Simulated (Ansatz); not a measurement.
# Co3W: the cost of one run

Computed with Ansatz 0.2.0 (DFT PBEsol, scalar-relativistic, plane waves, PAW, unless a step's input says otherwise).

2 further runs of the same task are left out: 2 set aside as unsound or not needed.

**1. The system as given**

Symmetry: Pm-3m, No. 221, cubic system. Conventional cell: a = 3.551 Å, b = 3.551 Å, c = 3.551 Å, α = 90.00°, β = 90.00°, γ = 90.00°. Co (site symmetry 4/mmm) is surrounded by 8 Co at 2.51 Å and 4 W at 2.51 Å. W (site symmetry m-3m) is surrounded by 12 Co at 2.51 Å.

As a file:

```
CELL_PARAMETERS angstrom
0.00000 -3.55056 0.00000
0.00000 0.00000 -3.55056
10.65169 0.00000 0.00000
ATOMIC_POSITIONS crystal
Co 0.50000 0.00000 0.16667
Co 0.50000 0.00000 0.50000
Co 0.50000 0.00000 0.83333
Co 0.00000 0.50000 0.16667
Co 0.00000 0.50000 0.50000
Co 0.00000 0.50000 0.83333
Co 0.50000 0.50000 0.33333
Co 0.50000 0.50000 0.66667
Co 0.50000 0.50000 0.00000
W 0.00000 0.00000 0.00000
W 0.00000 0.00000 0.33333
W 0.00000 0.00000 0.66667
```

It goes back to an entry of the Materials Project, which need not be the stable form.

It is built from the cell relaxed beforehand with the same method (11.19 Å³/atom).

**2. The reference: the undisturbed cell on the scan's mesh**

File input.yaml:

```yaml
crystal:
  lattice:
    - [0.0, -3.5505645895, 0.0]
    - [0.0, 0.0, -3.5505645895]
    - [10.6516937686, 0.0, 0.0]
  atoms:
    - { symbol: Co, position: [0.5, 0.0, 0.1666666667], spin: -0.25 }
    - { symbol: Co, position: [0.5, 0.0, 0.5], spin: -0.25 }
    - { symbol: Co, position: [0.5, 0.0, 0.8333333333], spin: -0.25 }
    - { symbol: Co, position: [1.0, 0.5, 0.1666666667], spin: -0.25 }
    - { symbol: Co, position: [1.0, 0.5, 0.5], spin: -0.25 }
    - { symbol: Co, position: [1.0, 0.5, 0.8333333333], spin: -0.25 }
    - { symbol: Co, position: [0.5, 0.5, 0.3333333333], spin: -0.25 }
    - { symbol: Co, position: [0.5, 0.5, 0.6666666667], spin: -0.25 }
    - { symbol: Co, position: [0.5, 0.5, 0.0], spin: -0.25 }
    - { symbol: W, position: [0.0, 1.0, 0.0] }
    - { symbol: W, position: [0.0, 1.0, 0.3333333333] }
    - { symbol: W, position: [0.0, 1.0, 0.6666666667] }
basis:
  ecutwfc: 420
kpoints:
  mp_grid: { grid: [13, 13, 5] }
hamiltonian:
  xc: pbesol
scf:
  occupations: { method: gaussian, width: 0.15 }
output:
  forces: true
  stress: true
  eigenvalues: true
  populations: true
  write_density: true
  write_potential: true
  elf: true
  volumetric_format: npy
magnetization:
  spin_polarized: true
```

The run is started by

```console
$ ansatz run input.yaml --threads 2 --pin off --max-ram 5120MiB --backend cpu --events-out ev --progress --plain --runs-dir out
```

What time and memory should one allow on 2 threads of AMD EPYC 9R45 (Zen 5), shared host?

About 75 s, with a peak of 2 GiB.
